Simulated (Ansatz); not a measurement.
# GaN: the cost of one run

Method: DFT PBE, scalar-relativistic, plane waves, PAW, in Ansatz 0.2.0.

## 1. The system as given

The structure is cubic, space group F-43m (No. 216). Conventional cell: a = 4.507 Å, b = 4.507 Å, c = 4.507 Å, α = 90.00°, β = 90.00°, γ = 90.00°. Around Ga (site symmetry -43m) lie 4 N at 1.95 Å. N (site symmetry -43m) is surrounded by 4 Ga at 1.95 Å.

As a file:

```xyz
2
Lattice="0.0000 2.2535 2.2535 2.2535 0.0000 2.2535 2.2535 2.2535 0.0000" Properties=species:S:1:pos:R:3 pbc="T T T"
Ga    0.0000    0.0000    0.0000
N     1.1268    1.1268    1.1268
```

Source of the structure: the Materials Project (structure only).

(A quick probe on a coarse mesh, which set the mesh and smearing, is not shown.)

## 3. Relaxing cell and atoms

input.yaml reads:

```yaml
crystal:
  lattice:
    - [0.0, 2.25350061, 2.25350061]
    - [2.25350061, 0.0, 2.25350061]
    - [2.25350061, 2.25350061, 0.0]
  atoms:
    - { symbol: Ga, position: [0.0, 0.0, 0.0] }
    - { symbol: "N", position: [0.25, 0.25, 0.25] }
basis:
  ecutwfc: 420
kpoints:
  mp_grid: { grid: [10, 10, 10] }
hamiltonian:
  xc: pbe
scf:
  occupations: { method: gaussian, width: 0.02 }
output:
  forces: true
  stress: true
  eigenvalues: true
  write_density: true
  write_potential: true
  elf: true
  volumetric_format: npy
relax:
  adjacent_minimum: "off"
  f_tol: 0.005
  max_steps: 80
  cell: { stress_tol: 0.05 }
```

Started as:

```bash
$ ansatz run input.yaml --threads 4 --pin off --max-ram 8192MiB --backend cpu --events-out ev --progress --plain --runs-dir out
```

**Question.** How long does this run take on 4 threads of AMD EPYC (Zen 3), shared host, and how much memory does it need?

About 9.1 s, with a peak of 0.36 GiB.
